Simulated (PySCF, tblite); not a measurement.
# C6H15PSi: infrared bands and NMR shifts

What infrared bands and NMR shifts should C6H15PSi (`C/C([SiH3])=P\C(C)(C)C`) show?

Programs: tblite 0.8.0 and PySCF 2.14.0, with density-fitted response routines of our own. Each step states its level of theory. These are calculated values for one molecule in the gas phase, unless marked as measured. Atoms are numbered from 0 throughout.

## (1) The molecule as given

23 atoms, charge 0, multiplicity 1; geometry from: GFN2-xTB.

Bonds of the start (Å): C0–C1 1.50, C1–Si2 1.89, C1–P3 1.68, P3–C4 1.92, C4–C5 1.53, C4–C6 1.53, C4–C7 1.53, C0–H8 1.09, C0–H9 1.09, C0–H10 1.09, Si2–H11 1.47, Si2–H12 1.47, Si2–H13 1.46, C5–H14 1.09, C5–H15 1.09, C5–H16 1.09, C6–H17 1.09, C6–H18 1.09, C6–H19 1.09, C7–H20 1.09, C7–H21 1.09, C7–H22 1.09.

## (2) Infrared spectrum with GFN2-xTB

What the job is given:

```
{"job": {"kind": "ir", "xc": "GFN2-xTB", "basis": "xTB"}, "charge": 0, "multiplicity": 1}
C      1.883431    -0.197696     1.083813
C      1.621764    -0.021959    -0.379006
Si     3.179849     0.104381    -1.445802
P      0.178813     0.121167    -1.233165
C     -1.329969     0.035784    -0.050504
C     -1.482838    -1.352283     0.569897
C     -2.530586     0.296163    -0.970254
C     -1.287941     1.132673     1.011775
H      2.698398    -0.908120     1.229534
H      1.021339    -0.549800     1.642203
H      2.204506     0.753587     1.514024
H      3.952355    -1.136371    -1.304896
H      4.013229     1.203479    -0.942302
H      2.812057     0.331863    -2.839420
H     -1.506168    -2.113725    -0.208767
H     -2.416053    -1.407149     1.130453
H     -0.667580    -1.590171     1.247793
H     -2.448732     1.277704    -1.435190
H     -3.460156     0.261057    -0.403416
H     -2.579395    -0.452167    -1.760067
H     -2.228567     1.150048     1.562320
H     -0.481505     0.982940     1.722864
H     -1.151004     2.105579     0.541131
```

**Question.** This job is followed by: GIAO PBE0/pcSseg-1 NMR shielding, non-relativistic, gas phase. Predict these results of the whole session: strongest single infrared mode (GFN2-xTB); zero-point energy (GFN2-xTB); ¹³C shifts against TMS (PBE0/pcSseg-1, means over atoms taken as alike); ¹H shifts against TMS (PBE0/pcSseg-1, means over atoms taken as alike); ²⁹Si shifts against TMS (PBE0/pcSseg-1); ³¹P shifts against H3PO4 (PBE0/pcSseg-1).

As calculated:

| quantity | value |
| --- | --- |
| strongest single infrared mode (GFN2-xTB) | 2207 cm⁻¹, 418 km/mol |
| zero-point energy (GFN2-xTB) | 117.7 kcal/mol |
| ¹³C shifts against TMS (PBE0/pcSseg-1, means over atoms taken as alike) | 207.7, 44.4, 30.2, 27.4 ppm |
| ¹H shifts against TMS (PBE0/pcSseg-1, means over atoms taken as alike) | 4.39, 2.85, 1.36 ppm |
| ²⁹Si shifts against TMS (PBE0/pcSseg-1) | -64.4 ppm |
| ³¹P shifts against H3PO4 (PBE0/pcSseg-1) | 399.6 ppm |

**Reading.** All 63 modes are real, so the xTB geometry is a minimum. The strongest single mode, at 2207 cm⁻¹, moves mainly H11 and H12. Unscaled tight-binding wavenumbers are off by several per cent, some by more. Its intensities can rank the bands wrongly. At PBE0/pcSseg-1: The widest tensor belongs to P3: span 701 ppm, with a paramagnetic part of -1052 ppm.
